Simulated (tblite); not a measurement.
# C4H13FSi3: the cost of one run

Computed with tblite 0.8.0 and PySCF 2.14.0, with density-fitted response routines of our own, on a single molecule in the gas phase. Atoms count from 0, in the outputs and in this text.

## 1. The starting structure

21 atoms, charge 0, multiplicity 1; geometry from: force field or distance geometry start.

Bonds of the start (Å): C0–Si1 1.86, Si1–Si2 2.22, Si2–C3 1.84, C3–C4 1.52, C4–C5 1.51, C5–Si6 1.85, Si6–F7 1.69, Si6–C3 1.86, C0–H8 1.11, C0–H9 1.11, C0–H10 1.11, Si1–H11 1.47, Si1–H12 1.47, Si2–H13 1.49, Si2–H14 1.47, C3–H15 1.10, C4–H16 1.10, C4–H17 1.11, C5–H18 1.10, C5–H19 1.11, Si6–H20 1.46.

## 2. Relaxing the molecule with GFN2-xTB

What the job is given:

```
{"job": {"kind": "relax", "xc": "GFN2-xTB", "basis": "xTB"}, "charge": 0, "multiplicity": 1}
C     -2.803900    -0.860000     0.823600
Si    -2.316900     0.806100     0.146600
Si    -0.502200     0.504500    -1.095700
C      1.076400     0.955200    -0.261500
C      2.203400     0.191200    -0.942400
C      2.132100    -1.062100    -0.107000
Si     1.496600    -0.001400     1.273800
F      2.764100     0.606200     2.210400
H     -2.358100    -1.023700     1.823500
H     -2.379100    -1.624700     0.141600
H     -3.908100    -0.978400     0.824800
H     -3.410200     1.256500    -0.723600
H     -2.158300     1.811200     1.208300
H     -0.625600     1.388400    -2.283200
H     -0.507400    -0.884900    -1.563500
H      1.323700     2.027200    -0.193200
H      3.161900     0.737300    -0.937800
H      1.891800    -0.024300    -1.988400
H      1.379700    -1.804800    -0.425700
H      3.156700    -1.467700     0.019000
H      0.374500    -0.534700     2.049900
```

The run is started by

```sh
OMP_NUM_THREADS=1 python probes_run.py task.json out
```

The driver reads the jobs from task.json and runs them one after another.

Q: Estimate the wall time of this first job on 1 thread of Arm Neoverse N1, shared host.

About 2.9 s.
